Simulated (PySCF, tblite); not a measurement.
**C2H7ClOSi3: geometry, infrared bands and NMR shifts**

Aim: predict the infrared bands and NMR shifts of C2H7ClOSi3 (`C#C[Si@@H](Cl)[SiH2]O[SiH3]`).

Computed with tblite 0.8.0 and PySCF 2.14.0, with density-fitted response routines of our own, on a single molecule in the gas phase. Atoms are numbered from 0 throughout.

## Step 1: Starting geometry

14 atoms, charge 0, multiplicity 1; geometry from: force field or distance geometry start.

Bonds of the start (Å): C0–C1 1.22, C1–Si2 1.80, Si2–Cl3 2.08, Si2–Si4 2.24, Si4–O5 1.71, O5–Si6 1.73, C0–H7 1.08, Si2–H8 1.49, Si4–H9 1.46, Si4–H10 1.50, Si6–H11 1.46, Si6–H12 1.46, Si6–H13 1.46.

## Step 2: Optimising the geometry with GFN2-xTB

The job: settings as JSON, then the geometry in Å.

```
{"job": {"kind": "relax", "xc": "GFN2-xTB", "basis": "xTB"}, "charge": 0, "multiplicity": 1}
C      2.684400     1.839600     0.347600
C      2.206000     0.715900     0.271400
Si     1.539100    -0.957600     0.192500
Cl     2.848300    -2.273700     1.140200
Si    -0.529500    -1.064400     1.057400
O     -1.184300     0.506700     1.178900
Si    -2.281900     0.783900    -0.130300
H      3.087700     2.835200     0.428700
H      1.438200    -1.436000    -1.214800
H     -0.568000    -1.811800     2.310200
H     -1.385200    -1.772100     0.052600
H     -2.862600    -0.489300    -0.556700
H     -1.617700     1.511700    -1.205300
H     -3.375200     1.611400     0.385400
```

The run is started by

```console
$ OMP_NUM_THREADS=1 python probes_run.py task.json out
```

The driver reads the jobs from task.json and runs them one after another.

**Question.** This job is followed by: GFN2-xTB harmonic vibrations, gas phase; GIAO PBE0/pcSseg-1 NMR shielding, non-relativistic, gas phase. Predict these results of the whole session: strongest single infrared mode (GFN2-xTB); zero-point energy (GFN2-xTB); ¹³C shifts against TMS (PBE0/pcSseg-1); ¹H shifts against TMS (PBE0/pcSseg-1, means over atoms taken as alike); ²⁹Si shifts against TMS (PBE0/pcSseg-1); ³⁵Cl shifts against HCl (PBE0/pcSseg-1); ¹⁷O shifts against H2O (PBE0/pcSseg-1); surface potential, 1st and 99th percentile.

**Answer**, as computed:

```
                                                              quantity                             value
                             strongest single infrared mode (GFN2-xTB)             1101 cm⁻¹, 622 km/mol
                                          zero-point energy (GFN2-xTB)                     45.8 kcal/mol
                                ¹³C shifts against TMS (PBE0/pcSseg-1)                   107.5, 88.8 ppm
¹H shifts against TMS (PBE0/pcSseg-1, means over atoms taken as alike)  5.68, 5.55, 5.45, 5.11, 2.35 ppm
                               ²⁹Si shifts against TMS (PBE0/pcSseg-1)           -36.3, -40.4, -43.5 ppm
                               ³⁵Cl shifts against HCl (PBE0/pcSseg-1)                           -56 ppm
                                ¹⁷O shifts against H2O (PBE0/pcSseg-1)                          -8.8 ppm
                                 surface potential, 1st and 99th percentile                -0.69 V and 1.67 V
```

What this shows: Over 130 steps the energy fell by 1.007 eV; of the close pairs, O5–Si6 changed most, 1.731 to 1.620 Å. All 36 modes are real, so the xTB geometry is a minimum. The strongest single mode, at 1101 cm⁻¹, moves mainly O5. Unscaled tight-binding wavenumbers are off by several per cent, some by more. Its intensities can rank the bands wrongly. At PBE0/pcSseg-1: The widest tensor belongs to C1: span 294 ppm, with a paramagnetic part of -165 ppm. At PBE0/pcSseg-1, counted by nearest atom on the grid, the HOMO lies on C0 14 %; Si2, Si4 about 13 % each, the LUMO on Si2 20 %; Si4 12 %.
